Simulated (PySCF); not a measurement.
# HoCl₂⁺: relaxation and vibrations of the quintet

Aim: relax HoCl₂⁺ as a quintet from a bent start, check by its vibrations whether the end is a minimum, and collect its spectrum and constants.

The runs use PySCF 2.14.0; PBE0, basis Ho def2-SVP with ECP28, Cl def2-SVP, scalar-relativistic core potentials, no spin–orbit coupling, density fitting.

### Step 1. Starting geometry

3 atoms, charge 1, spin multiplicity 5.

Bond lengths: Ho1–Cl2 2.597 Å, Ho1–Cl3 2.597 Å. Angles: Cl2–Ho1–Cl3 110.0°.

```xyz
3
charge 1 multiplicity 5
Ho    0.0000    0.0000    0.0000
Cl    2.1273    0.0000    1.4896
Cl   -2.1273    0.0000    1.4896
```

### Step 2. The SCF at the typed geometry

One driver script runs all steps and calls PySCF; scf.py shows how it sets up the SCF of each step. The optimiser is the driver's own. After this first run the driver tries any further starts and a stability analysis.

File scf.py:

```python
from pyscf import gto, scf, dft
mol = gto.M(atom='''
Ho     0.000000     0.000000     0.000000
Cl     2.127300     0.000000     1.489600
Cl    -2.127300     0.000000     1.489600''',
    basis={'Ho': 'def2-SVP', 'Cl': 'def2-SVP'},
    ecp={'Ho': 'def2-SVP'},
    charge=1, spin=4)
mf = dft.UKS(mol, xc='PBE0')
mf.grids.atom_grid = (50, 194)
aux = {'Ho': 'def2-universal-JKFIT', 'Cl': 'def2-universal-JKFIT'}
mf = mf.density_fit(auxbasis=aux)
mf.conv_tol = 1e-08
mf.diis_space = 10
mf.max_cycle = 60
mf.init_guess = 'minao'
mf.verbose = 4
mf.kernel()
```

Started as:

```bash
> OMP_NUM_THREADS=4 python axn.py task.json out
```

Log:

```text
init E= -1732.37303573095
[... the frontier-level lines of each cycle are left out ...]
cycle= 1 E= -1838.45543619399  delta_E= -106  |g|= 16.2  |ddm|=   20
cycle= 2 E= -1408.01098694864  delta_E=  430  |g|=   25  |ddm|=   24
cycle= 3 E= -1773.70094981791  delta_E= -366  |g|= 20.2  |ddm|= 28.1
cycle= 4 E= -1777.84172391476  delta_E= -4.14  |g|= 19.5  |ddm|= 1.14
cycle= 5 E= -1791.31689676093  delta_E= -13.5  |g|= 18.8  |ddm|= 5.84
cycle= 6 E= -1791.13192204966  delta_E= 0.185  |g|= 18.8  |ddm|= 0.16
cycle= 7 E= -1791.18851205774  delta_E= -0.0566  |g|= 18.8  |ddm|= 0.0931
cycle= 8 E= -1791.16243728503  delta_E= 0.0261  |g|= 18.8  |ddm|= 0.0836
cycle= 9 E= -1795.24531159529  delta_E= -4.08  |g|= 18.4  |ddm|= 2.08
cycle= 10 E= -1795.15347772016  delta_E= 0.0918  |g|= 18.4  |ddm|=  0.1
cycle= 11 E= -1813.19280768725  delta_E=  -18  |g|=   17  |ddm|= 3.88
cycle= 12 E= -1845.54215510946  delta_E= -32.3  |g|=   14  |ddm|= 4.69
cycle= 13 E= -1680.74058635782  delta_E=  165  |g|= 25.3  |ddm|= 14.5
cycle= 14 E= -1803.99723634391  delta_E= -123  |g|= 12.8  |ddm|= 17.7
cycle= 15 E= -1861.55699580133  delta_E= -57.6  |g|= 5.07  |ddm|= 9.53
cycle= 16 E= -1803.3032363128  delta_E= 58.3  |g|= 13.3  |ddm|= 14.4
cycle= 17 E= -1820.62740742914  delta_E= -17.3  |g|= 11.8  |ddm|= 10.1
cycle= 18 E= -1841.26682984922  delta_E= -20.6  |g|= 9.75  |ddm|= 3.86
cycle= 19 E= -1867.00734113021  delta_E= -25.7  |g|= 1.46  |ddm|= 4.49
cycle= 20 E= -1867.66819653467  delta_E= -0.661  |g|= 1.24  |ddm|= 1.45
cycle= 21 E= -1867.70986288061  delta_E= -0.0417  |g|= 0.981  |ddm|= 0.51
cycle= 22 E= -1867.80853212023  delta_E= -0.0987  |g|= 0.846  |ddm|= 0.334
cycle= 23 E= -1867.84946228429  delta_E= -0.0409  |g|= 0.611  |ddm|= 0.298
cycle= 24 E= -1867.89356680722  delta_E= -0.0441  |g|= 0.399  |ddm|= 0.253
cycle= 25 E= -1867.91307581853  delta_E= -0.0195  |g|= 0.161  |ddm|= 0.247
cycle= 26 E= -1867.91436139114  delta_E= -0.00129  |g|= 0.0376  |ddm|= 0.0703
cycle= 27 E= -1867.91675626063  delta_E= -0.00239  |g|= 0.0203  |ddm|= 0.0662
cycle= 28 E= -1867.9192820622  delta_E= -0.00253  |g|= 0.0147  |ddm|= 0.0871
cycle= 29 E= -1867.92142545683  delta_E= -0.00214  |g|= 0.0159  |ddm|= 0.16
cycle= 30 E= -1867.92148714918  delta_E= -6.17e-05  |g|= 0.00314  |ddm|= 0.0121
cycle= 31 E= -1867.92149824672  delta_E= -1.11e-05  |g|= 0.00145  |ddm|= 0.00795
cycle= 32 E= -1867.92150223713  delta_E= -3.99e-06  |g|= 0.000636  |ddm|= 0.00353
cycle= 33 E= -1867.92150567195  delta_E= -3.43e-06  |g|= 0.000513  |ddm|= 0.00391
cycle= 34 E= -1867.92150893633  delta_E= -3.26e-06  |g|= 0.000376  |ddm|= 0.00462
cycle= 35 E= -1867.92151114906  delta_E= -2.21e-06  |g|= 0.000277  |ddm|= 0.00427
cycle= 36 E= -1867.92151225533  delta_E= -1.11e-06  |g|= 0.000222  |ddm|= 0.0029
cycle= 37 E= -1867.92151316512  delta_E= -9.1e-07  |g|= 0.000149  |ddm|= 0.00356
cycle= 38 E= -1867.92151347261  delta_E= -3.07e-07  |g|= 6.81e-05  |ddm|= 0.00284
cycle= 39 E= -1867.92151348876  delta_E= -1.62e-08  |g|= 3.67e-05  |ddm|= 0.000588
cycle= 40 E= -1867.92151349037  delta_E= -1.61e-09  |g|= 1.82e-05  |ddm|= 0.000147
Extra cycle  E= -1867.92151349001  delta_E= 3.58e-10  |g|= 4.39e-05  |ddm|= 5.54e-05
converged SCF energy = -1867.92151349001  <S^2> = 6.0059907  2S+1 = 5.0023957
```

This step, with its further starts and checks, needed 3.7 min of wall time on 4 threads, shared host.

Energies from each starting density:

| start | energy (Eh) |
| --- | --- |
| the minimal-basis guess | -1867.921513 |
| a thermally smeared density | -1867.915948 |
| a smeared PBE density | not converged |

The test of internal stability and the other starts found no lower solution of this spin.

### Step 3. Relaxation: bent start, quintet

The program finds C2v symmetry in the start, which this walk keeps. The walk stops when the largest gradient is under 0.0003 Eh/bohr and the energy has settled too.

scf.py, as its differences from that of step 2:

```diff
@@ -3,3 +3,3 @@
-Ho     0.000000     0.000000     0.000000
-Cl     2.127300     0.000000     1.489600
-Cl    -2.127300     0.000000     1.489600''',
+Ho     0.000000     0.000000    -0.443565
+Cl     2.127300    -0.000000     1.046035
+Cl    -2.127300     0.000000     1.046035''',
@@ -16 +15,0 @@
-mf.init_guess = 'minao'
```

Energy and gradient, step by step:

| step | energy (Eh) | change (kJ/mol) | largest symmetric gradient (Eh/bohr) |
| --- | --- | --- | --- |
| 0 | -1867.921513 | 0.00 | 0.06832 |
| 1 | -1867.947804 | -69.02 | 0.03743 |
| 2 | -1867.953342 | -83.57 | 0.02679 |
| 3 | -1867.955629 | -89.57 | 0.00397 |
| 4 | -1867.955762 | -89.92 | 0.00111 |
| 5 | -1867.955825 | -90.08 | 0.00157 |
| 6 | -1867.955878 | -90.22 | 0.00133 |

The walk took 28 s.

Geometry (Å) and forces (eV/Å) at some steps:

```
step 0
Ho   0.000   0.000  -0.444   0.000   0.000   3.513
Cl   2.127   0.000   1.046  -2.379   0.000  -1.756
Cl  -2.127   0.000   1.046   2.379   0.000  -1.756
step 1
Ho   0.000   0.000  -0.346   0.000   0.000   1.925
Cl   2.049   0.000   0.997  -1.424   0.000  -0.962
Cl  -2.049   0.000   0.997   1.424   0.000  -0.962
step 3
Ho   0.000   0.000  -0.298   0.000   0.000   0.182
Cl   1.971   0.000   0.973  -0.204   0.000  -0.091
Cl  -1.971   0.000   0.973   0.204   0.000  -0.091
step 6
Ho   0.000   0.000  -0.338   0.000   0.000  -0.068
Cl   1.911   0.000   0.993   0.032   0.000   0.034
Cl  -1.911   0.000   0.993  -0.032   0.000   0.034
```

It was stopped by the time limit after 6 steps, so the last geometry (Ho–Cl 2.328 Å (×2)) is no stationary point.

### Step 4. Summary of results

| quantity | value |
| --- | --- |
| relaxations | 1 |
| converged | 0 |
| saddle points found | 0 |
| minima found | 0 |

No minimum was confirmed: the time limit cut the work short. No equilibrium property of the molecule follows from this session.
